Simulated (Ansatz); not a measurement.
# Co2Pd: relaxation of cell and atoms with PBEsol+D3(BJ)

Crystal: Co2Pd.

```
Pd Co
1.0
     2.63793    0.00000    0.00000
    -1.31897    2.28451    0.00000
     0.00000    0.00000    6.31934
Pd Co
1 2
Cartesian
  0.0000 0.0000 0.0000
  1.3190 0.7615 2.2104
  0.0000 1.5230 4.1090
```

The cell comes from a database or a generator and needn't be the stable form of this composition.

```yaml
Program: Ansatz 0.2.0
Task: relaxation of cell and atoms
Functional: PBEsol
Dispersion: D3(BJ)
Potentials_or_basis: Ansatz PAW
Cutoff: "420 eV (not typed: the program's choice for these potentials)"
k_mesh: 12 × 12 × 4
Occupations: fermi-dirac, width 0.05 eV
Spin: collinear spin, ferromagnetic start
Starting_moments: "[0.0, 2.0, 2.0] μB"
```

```
Relaxed volume                         : 11.69 Å³/atom
Relaxed cell                           : a = 2.564 Å, b = 2.564 Å, c = 6.158 Å, α = 90.00°, β = 90.00°, γ = 120.00°
Space group after relaxing (to 0.05 Å) : P-3m1 (No. 164)
Energy gained by relaxing              : 54.8 meV/atom
Ionic steps                            : 6
Pressure after relaxing                : 0.0 GPa
Band gap on the k mesh                 : none (metal or under the smearing width)
Net moment                             : 3.65 μB per cell
Absolute moment                        : 3.95 μB per cell
Site moments                           : Pd +0.22; Co +1.78 μB
```

The path:
| step | energy change (eV) | largest force (eV/Å) | volume (Å³) |
| --- | --- | --- | --- |
| 1 | 0.0000 | 0.0472 | 38.08 |
| 2 | -0.1614 | 0.3304 | 35.06 |
| 3 | -0.1662 | 0.0889 | 35.11 |
| 4 | -0.1666 | 0.0004 | 35.07 |
| 5 | -0.1666 | 0.0000 | 35.07 |
| 6 | -0.1644 | 0.0000 | 35.07 |

Final structure:
```xyz
3
Lattice="2.5644 0.0000 0.0000 -1.2822 2.2208 0.0000 0.0000 0.0000 6.1582" Properties=species:S:1:pos:R:3 pbc="T T T"
Pd    0.0000    0.0000    0.0000
Co    1.2822    0.7403    2.1498
Co    0.0000    1.4806    4.0084
```

Levels at points of the mesh, in eV from the Fermi level:
Spin up:
```
             k point  band 25  band 26  band 27  band 28  band 29  band 30  band 31  band 32
  (0.00, 0.00, 0.00)    -1.68    -1.68    -1.16    -1.16    -1.11    -1.11    11.13    11.70
 (0.00, 0.00, -0.50)    -1.75    -1.73    -1.73    -0.61    -0.61     0.11     6.87    16.78
 (0.00, -0.50, 0.00)    -0.52    -0.49     0.06     1.79     2.09     2.61     6.90     8.10
(0.00, -0.50, -0.50)    -0.79    -0.70    -0.25     0.05     2.56     3.03     6.65    10.08
```
Spin down:
| k point | band 22 | band 23 | band 24 | band 25 | band 26 | band 27 |
| --- | --- | --- | --- | --- | --- | --- |
| (0.00, 0.00, 0.00) | -1.03 | -1.03 | -0.67 | -0.48 | -0.48 | 0.27 |
| (0.00, 0.00, -0.50) | -1.01 | -1.01 | -0.79 | -0.79 | 0.18 | 0.18 |
| (0.00, -0.50, 0.00) | -0.91 | 0.20 | 1.02 | 1.02 | 1.10 | 1.25 |
| (0.00, -0.50, -0.50) | -0.44 | -0.04 | 0.22 | 0.65 | 0.87 | 1.02 |

It took 36 s on 2 threads of Arm Neoverse V2, with other jobs on the host, peak memory 0.43 GiB.

Caveat: the plane-wave basis is chosen anew once the cell has moved, so the energies of steps on either side of that aren't comparable; pairwise dispersion overbinds metals, which lowers pressure and volume; the PAW data sets come from PBE, with cores solved anew for the run's functional, which leaves a small shift of forces and pressure.
